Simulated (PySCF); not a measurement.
# ZrHCl3 (ZrHCl3): fields and orbitals, part 2 of 2

Aim: take ZrHCl3 (ZrHCl3) and compute its lowest excited states and see where an electron leaves and enters.

PySCF 2.14.0; Gaussian basis, gas phase.

## 4. Removing and adding an electron (B3LYP/def2-svpd)

File input.py:

```python
import numpy as np
from pyscf import gto, scf, dft
from pyscf.scf import atom_ks, atom_hf
from scipy.linalg import block_diag

def solve(mol, dm0=None, hcore=None):
    mf = (dft.UKS if mol.spin else dft.RKS)(mol, xc='b3lyp')
    mf.grids.level = 3
    mf = mf.density_fit(auxbasis='def2-universal-jkfit')
    mf.conv_tol, mf.max_cycle = 1e-8, 80
    if hcore is not None:
        mf.get_hcore = lambda *args: hcore
    mf.kernel(dm0)
    if not mf.converged:
        mf = mf.newton().run(mf.mo_coeff, mf.mo_occ, max_cycle=30)
    assert mf.converged, 'SCF not converged'
    return mf

mol = gto.M(atom='''
Zr     0.00037     0.00000     0.55703
H      0.00048    -0.00017     2.31398
Cl    -0.14818     2.01745    -0.48223
Cl    -1.67352    -1.13679    -0.48200
Cl     1.82081    -0.88065    -0.48255
''', basis='def2-svpd', ecp={'Zr': 'def2-svpd'}, charge=0, spin=0, verbose=4)
mf = solve(mol)
out = dict(e0=mf.e_tot, dm0=mf.make_rdm1(), c=mf.mo_coeff, occ=mf.mo_occ, eps=mf.mo_energy)
for name, dq, spin in [('cation', 1, 1), ('anion', -1, 1)]:
    ion = mol.copy().set(charge=mol.charge + dq, spin=spin).build()
    mi = solve(ion)
    if spin and dq > 0 and mol.nao < 130:
        c, _, stable, _ = mi.stability(return_status=True)
        if not stable:
            mi = solve(ion, mi.make_rdm1(c, mi.mo_occ))
    print(name, 'vertical energy change / eV', (mi.e_tot - mf.e_tot) * 27.211386)
    out.update({'e_' + name: mi.e_tot, 'dm_' + name: mi.make_rdm1(), 's2_' + name: mi.spin_square()[0], 'eps_' + name: mi.mo_energy, 'occ_' + name: mi.mo_occ})
# spherically averaged free atoms, for the promolecule
atom_ks.AtomSphAverageRKS.init_guess_by_vsap = lambda self, mol=None: self.init_guess_by_minao(mol)  # core potentials
atm = atom_ks.get_atm_nrks(mol, xc='b3lyp')
pro = block_diag(*[(atm[a[0]][2] * atm[a[0]][3]) @ atm[a[0]][2].T for a in mol._atom])
np.savez('result.npz', pro=pro, **out)
```

Run with:

```
> OMP_NUM_THREADS=1 python input.py
```

What it wrote:

```text
[ENV] PYSCF_TMPDIR <dir>
[ENV] PYSCF_MAX_MEMORY 1375
[INPUT] verbose = 4
[INPUT] num. atoms = 5
[INPUT] num. electrons = 64
[INPUT] charge = 0
[INPUT] spin (= nelec alpha-beta = 2S) = 0
[INPUT] symmetry False subgroup None
[INPUT] Mole.unit = angstrom
[INPUT] Symbol           X                Y                Z      unit          X                Y                Z       unit  Magmom
[INPUT]  1 Zr     0.000370000000   0.000000000000   0.557030000000 AA    0.000699198666   0.000000000000   1.052634143166 Bohr   0.0
[INPUT]  2 H      0.000480000000  -0.000170000000   2.313980000000 AA    0.000907068540  -0.000321253441   4.372788457721 Bohr   0.0
[INPUT]  3 Cl    -0.148180000000   2.017450000000  -0.482230000000 AA   -0.280019617138   3.812427970004  -0.911282629049 Bohr   0.0
[INPUT]  4 Cl    -1.673520000000  -1.136790000000  -0.482000000000 AA   -3.162494463982  -2.148221761144  -0.910847992040 Bohr   0.0
[INPUT]  5 Cl     1.820810000000  -0.880650000000  -0.482550000000 AA    3.440832224869  -1.664187311598  -0.911887341409 Bohr   0.0

nuclear repulsion = 284.783499237328
number of shells = 49
number of NR pGTOs = 205
number of NR cGTOs = 123
basis = def2-svpd
ecp = {'Zr': 'def2-svpd'}

******** <class 'pyscf.df.df_jk.DFRKS'> ********
method = DFRKS
initial guess = minao
damping factor = 0
level_shift factor = 0
DIIS = <class 'pyscf.scf.diis.CDIIS'>
diis_start_cycle = 1
diis_space = 8
diis_damp = 0
SCF conv_tol = 1e-08
SCF conv_tol_grad = None
SCF max_cycles = 80
direct_scf = False
XC library pyscf.dft.libxc version 7.0.0
    S. Lehtola, C. Steigemann, M. J.T. Oliveira, and M. A.L. Marques.,  SoftwareX 7, 1–5 (2018)
XC functionals = b3lyp
    P. J. Stephens, F. J. Devlin, C. F. Chabalowski, and M. J. Frisch.,  J. Phys. Chem. 98, 11623 (1994)
radial grids:
    Treutler-Ahlrichs [JCP 102, 346 (1995); DOI:10.1063/1.469408] (M4) radial grids

becke partition: Becke, JCP 88, 2547 (1988); DOI:10.1063/1.454033
pruning grids: <function nwchem_prune at 0xfa641ac87600>
grids dens level: 3
symmetrized grids: False
atomic radii adjust function: <function treutler_atomic_radii_adjust at 0xfa641acbc540>
small_rho_cutoff = 0
Set gradient conv threshold to 0.0001
Initial guess from minao.
tot grids = 88840
******** <class 'pyscf.df.df.DF'> ********
auxbasis = def2-universal-jkfit
init E= -1422.11560256827
[... the frontier-level lines of each cycle are left out ...]
cycle= 1 E= -1427.31465871796  delta_E= -5.2  |g|= 1.72  |ddm|= 4.51
cycle= 2 E= -1426.65640653975  delta_E= 0.658  |g|= 2.06  |ddm|=  4.3
cycle= 3 E= -1428.09308392321  delta_E= -1.44  |g|= 0.182  |ddm|= 2.62
cycle= 4 E= -1428.10071321337  delta_E= -0.00763  |g|= 0.0691  |ddm|=  0.4
cycle= 5 E= -1428.10201701463  delta_E= -0.0013  |g|= 0.00912  |ddm|= 0.117
cycle= 6 E= -1428.10203516418  delta_E= -1.81e-05  |g|= 0.0031  |ddm|= 0.0121
cycle= 7 E= -1428.10203786475  delta_E= -2.7e-06  |g|= 0.000799  |ddm|= 0.00487
cycle= 8 E= -1428.10203809513  delta_E= -2.3e-07  |g|= 7.7e-05  |ddm|= 0.00115
cycle= 9 E= -1428.1020380968  delta_E= -1.67e-09  |g|= 3.15e-05  |ddm|= 0.00014
Extra cycle  E= -1428.10203809648  delta_E= 3.13e-10  |g|= 4.51e-05  |ddm|= 8.89e-05
converged SCF energy = -1428.10203809648

******** <class 'pyscf.df.df_jk.DFUKS'> ********
method = DFUKS
initial guess = minao
damping factor = 0
level_shift factor = 0
DIIS = <class 'pyscf.scf.diis.CDIIS'>
diis_start_cycle = 1
diis_space = 8
diis_damp = 0
SCF conv_tol = 1e-08
SCF conv_tol_grad = None
SCF max_cycles = 80
direct_scf = False
number electrons alpha = 32  beta = 31
XC library pyscf.dft.libxc version 7.0.0
    S. Lehtola, C. Steigemann, M. J.T. Oliveira, and M. A.L. Marques.,  SoftwareX 7, 1–5 (2018)
XC functionals = b3lyp
    P. J. Stephens, F. J. Devlin, C. F. Chabalowski, and M. J. Frisch.,  J. Phys. Chem. 98, 11623 (1994)
radial grids:
    Treutler-Ahlrichs [JCP 102, 346 (1995); DOI:10.1063/1.469408] (M4) radial grids

becke partition: Becke, JCP 88, 2547 (1988); DOI:10.1063/1.454033
pruning grids: <function nwchem_prune at 0xfa641ac87600>
grids dens level: 3
symmetrized grids: False
atomic radii adjust function: <function treutler_atomic_radii_adjust at 0xfa641acbc540>
small_rho_cutoff = 0
Set gradient conv threshold to 0.0001
tot grids = 88840
******** <class 'pyscf.df.df.DF'> ********
auxbasis = def2-universal-jkfit
init E= -1422.11560256827


cycle= 1 E= -1426.89873819502  delta_E= -4.78  |g|= 1.23  |ddm|= 3.24


cycle= 2 E= -1425.97623198388  delta_E= 0.923  |g|= 1.56  |ddm|= 3.14
cycle= 3 E= -1427.63426802268  delta_E= -1.66  |g|= 0.265  |ddm|= 2.13
cycle= 4 E= -1427.56669507618  delta_E= 0.0676  |g|= 0.391  |ddm|= 1.13
cycle= 5 E= -1427.6652433687  delta_E= -0.0985  |g|= 0.169  |ddm|= 0.385
cycle= 6 E= -1427.68855856925  delta_E= -0.0233  |g|= 0.0746  |ddm|= 0.198
cycle= 7 E= -1427.69369146165  delta_E= -0.00513  |g|= 0.0106  |ddm|= 0.133
cycle= 8 E= -1427.69379498552  delta_E= -0.000104  |g|= 0.00353  |ddm|= 0.0198
cycle= 9 E= -1427.69381428215  delta_E= -1.93e-05  |g|= 0.00182  |ddm|= 0.0104
...
cycle= 14 E= -1428.13139933253  delta_E= -5.49e-06  |g|= 0.000452  |ddm|= 0.0118
cycle= 15 E= -1428.13140959391  delta_E= -1.03e-05  |g|= 0.000435  |ddm|= 0.0227
cycle= 16 E= -1428.13143464649  delta_E= -2.51e-05  |g|= 0.000455  |ddm|= 0.0622
cycle= 17 E= -1428.13144153808  delta_E= -6.89e-06  |g|= 0.000421  |ddm|= 0.0199
cycle= 18 E= -1428.13143566393  delta_E= 5.87e-06  |g|= 0.000365  |ddm|= 0.0174
cycle= 19 E= -1428.13145982127  delta_E= -2.42e-05  |g|= 0.00318  |ddm|= 0.217
cycle= 20 E= -1428.13146764056  delta_E= -7.82e-06  |g|= 0.00153  |ddm|= 0.0559
cycle= 21 E= -1428.13146878472  delta_E= -1.14e-06  |g|= 0.00125  |ddm|= 0.0257
cycle= 22 E= -1428.13147009151  delta_E= -1.31e-06  |g|= 0.000354  |ddm|= 0.00754
cycle= 23 E= -1428.13147017889  delta_E= -8.74e-08  |g|= 0.000111  |ddm|= 0.00417
cycle= 24 E= -1428.13147022896  delta_E= -5.01e-08  |g|= 5.15e-05  |ddm|= 0.00346
cycle= 25 E= -1428.13147023879  delta_E= -9.83e-09  |g|= 1.48e-05  |ddm|= 0.00145
Extra cycle  E= -1428.13147023897  delta_E= -1.85e-10  |g|= 2.12e-05  |ddm|= 0.000102
converged SCF energy = -1428.13147023897  <S^2> = 0.75186522  2S+1 = 2.0018644
anion vertical energy change / eV -0.8008893901366662
Spherically averaged atomic KS for {'Zr', 'Cl', 'H'}

******** <class 'pyscf.scf.atom_ks.AtomSphAverageRKS'> ********
method = AtomSphAverageRKS
initial guess = vsap
damping factor = 0
level_shift factor = 0
diis_start_cycle = 1
diis_space = 12
SCF conv_tol = 1e-09
SCF conv_tol_grad = None
SCF max_cycles = 50
direct_scf = True
direct_scf_tol = 1e-13
XC library pyscf.dft.libxc version 7.0.0
    S. Lehtola, C. Steigemann, M. J.T. Oliveira, and M. A.L. Marques.,  SoftwareX 7, 1–5 (2018)
XC functionals = b3lyp
    P. J. Stephens, F. J. Devlin, C. F. Chabalowski, and M. J. Frisch.,  J. Phys. Chem. 98, 11623 (1994)
radial grids:
    Treutler-Ahlrichs [JCP 102, 346 (1995); DOI:10.1063/1.469408] (M4) radial grids

becke partition: Becke, JCP 88, 2547 (1988); DOI:10.1063/1.454033
pruning grids: <function nwchem_prune at 0xfa641ac87600>
grids dens level: 3
symmetrized grids: False
atomic radii adjust function: <function treutler_atomic_radii_adjust at 0xfa641acbc540>
User specified grid scheme (100, 434)
small_rho_cutoff = 0
Set gradient conv threshold to 3.16228e-05
tot grids = 23792
init E= 243.939709537944
cycle= 1 E= 238.069044678541  delta_E= -5.87  |g|=    0  |ddm|=  2.9
cycle= 2 E= 238.043722884705  delta_E= -0.0253  |g|=    0  |ddm|= 3.04
cycle= 3 E= 237.97136440442  delta_E= -0.0724  |g|=    0  |ddm|= 1.19
cycle= 4 E= 237.970944539004  delta_E= -0.00042  |g|=    0  |ddm|= 0.331
cycle= 5 E= 237.970207017014  delta_E= -0.000738  |g|=    0  |ddm|= 0.136
cycle= 6 E= 237.970201965993  delta_E= -5.05e-06  |g|=    0  |ddm|= 0.0323
cycle= 7 E= 237.970193191339  delta_E= -8.77e-06  |g|=    0  |ddm|= 0.015
cycle= 8 E= 237.970193138991  delta_E= -5.23e-08  |g|=    0  |ddm|= 0.00318
cycle= 9 E= 237.970193048022  delta_E= -9.1e-08  |g|=    0  |ddm|= 0.00153
cycle= 10 E= 237.970193047491  delta_E= -5.31e-10  |g|=    0  |ddm|= 0.000314
Extra cycle  E= 237.970193047152  delta_E= -3.39e-10  |g|=    0  |ddm|= 0.000248
Atomic HF for atom  Zr  converged. SCF energy = 237.970193047152

******** <class 'pyscf.scf.atom_ks.AtomSphAverageRKS'> ********
method = AtomSphAverageRKS
initial guess = vsap
damping factor = 0
level_shift factor = 0
diis_start_cycle = 1
diis_space = 12
SCF conv_tol = 1e-09
SCF conv_tol_grad = None
SCF max_cycles = 50
direct_scf = True
direct_scf_tol = 1e-13
XC library pyscf.dft.libxc version 7.0.0
    S. Lehtola, C. Steigemann, M. J.T. Oliveira, and M. A.L. Marques.,  SoftwareX 7, 1–5 (2018)
XC functionals = b3lyp
    P. J. Stephens, F. J. Devlin, C. F. Chabalowski, and M. J. Frisch.,  J. Phys. Chem. 98, 11623 (1994)
radial grids:
    Treutler-Ahlrichs [JCP 102, 346 (1995); DOI:10.1063/1.469408] (M4) radial grids

becke partition: Becke, JCP 88, 2547 (1988); DOI:10.1063/1.454033
pruning grids: <function nwchem_prune at 0xfa641ac87600>
grids dens level: 3
symmetrized grids: False
atomic radii adjust function: <function treutler_atomic_radii_adjust at 0xfa641acbc540>
User specified grid scheme (100, 434)
small_rho_cutoff = 0
Set gradient conv threshold to 3.16228e-05
tot grids = 26240
init E= 284.350231257659
cycle= 1 E= 284.337846350286  delta_E= -0.0124  |g|=    0  |ddm|= 0.278
cycle= 2 E= 284.337670134573  delta_E= -0.000176  |g|=    0  |ddm|= 0.0332
cycle= 3 E= 284.337667948713  delta_E= -2.19e-06  |g|=    0  |ddm|= 0.00369
cycle= 4 E= 284.337667920811  delta_E= -2.79e-08  |g|=    0  |ddm|= 0.000417
cycle= 5 E= 284.337667920456  delta_E= -3.55e-10  |g|=    0  |ddm|= 4.71e-05
Extra cycle  E= 284.337667920452  delta_E= -4.49e-12  |g|=    0  |ddm|= 5.31e-06
Atomic HF for atom  H  converged. SCF energy = 284.337667920452

******** <class 'pyscf.scf.atom_ks.AtomSphAverageRKS'> ********
method = AtomSphAverageRKS
initial guess = vsap
damping factor = 0
level_shift factor = 0
diis_start_cycle = 1
diis_space = 12
SCF conv_tol = 1e-09
SCF conv_tol_grad = None
SCF max_cycles = 50
direct_scf = True
direct_scf_tol = 1e-13
XC library pyscf.dft.libxc version 7.0.0
    S. Lehtola, C. Steigemann, M. J.T. Oliveira, and M. A.L. Marques.,  SoftwareX 7, 1–5 (2018)
XC functionals = b3lyp
    P. J. Stephens, F. J. Devlin, C. F. Chabalowski, and M. J. Frisch.,  J. Phys. Chem. 98, 11623 (1994)
radial grids:
    Treutler-Ahlrichs [JCP 102, 346 (1995); DOI:10.1063/1.469408] (M4) radial grids

becke partition: Becke, JCP 88, 2547 (1988); DOI:10.1063/1.454033
pruning grids: <function nwchem_prune at 0xfa641ac87600>
grids dens level: 3
symmetrized grids: False
atomic radii adjust function: <function treutler_atomic_radii_adjust at 0xfa641acbc540>
User specified grid scheme (100, 434)
small_rho_cutoff = 0
Set gradient conv threshold to 3.16228e-05
tot grids = 23744
init E= -175.154135050251
cycle= 1 E= -175.186743124909  delta_E= -0.0326  |g|=    0  |ddm|= 0.126
cycle= 2 E= -175.186761572232  delta_E= -1.84e-05  |g|=    0  |ddm|= 0.00857
cycle= 3 E= -175.186761930507  delta_E= -3.58e-07  |g|=    0  |ddm|= 0.00307
cycle= 4 E= -175.186762186158  delta_E= -2.56e-07  |g|=    0  |ddm|= 0.0017
cycle= 5 E= -175.186762199506  delta_E= -1.33e-08  |g|=    0  |ddm|= 0.000711
cycle= 6 E= -175.186762213646  delta_E= -1.41e-08  |g|=    0  |ddm|= 0.000354
cycle= 7 E= -175.186762214098  delta_E= -4.52e-10  |g|=    0  |ddm|= 3.43e-05
Extra cycle  E= -175.186762214139  delta_E= -4.07e-11  |g|=    0  |ddm|= 3.86e-05
Atomic HF for atom  Cl  converged. SCF energy = -175.186762214139
```

Run time: 5.4 min. Hardware: 1 thread of Arm Neoverse V2, shared host; peak memory 0.62 GiB.

## 5. Analysis of result.npz

Fukui function at fixed geometry.

f⁻ (Hirshfeld-condensed), largest first: H2 (0.25), Cl3, Cl4 and Cl5 (0.19 each) and Zr1 (0.18); the vertical ionisation energy is 11.09 eV. Orbital relaxation makes it negative in places (0.14 e in all).

| atom | f⁻ | charge |
| --- | --- | --- |
| Zr1 | +0.18 | +0.64 |
| H2 | +0.25 | −0.20 |
| Cl3 | +0.19 | −0.15 |
| Cl4 | +0.19 | −0.15 |
| Cl5 | +0.19 | −0.15 |

## 6. What came out

What follows sums up all 2 parts.

```
                                    quantity     value
 lowest triplet excitation (wB97X/def2-svpd)   4.64 eV
vertical ionisation energy (B3LYP/def2-svpd)  11.09 eV
```

In words: The ionisation energy from two SCF runs, 11.09 eV, lies 2.3 eV above −ε(HOMO) = 8.82 eV of the same level, B3LYP/def2-svpd, since self-interaction lifts this functional's HOMO. The geometry was not optimised at these levels.
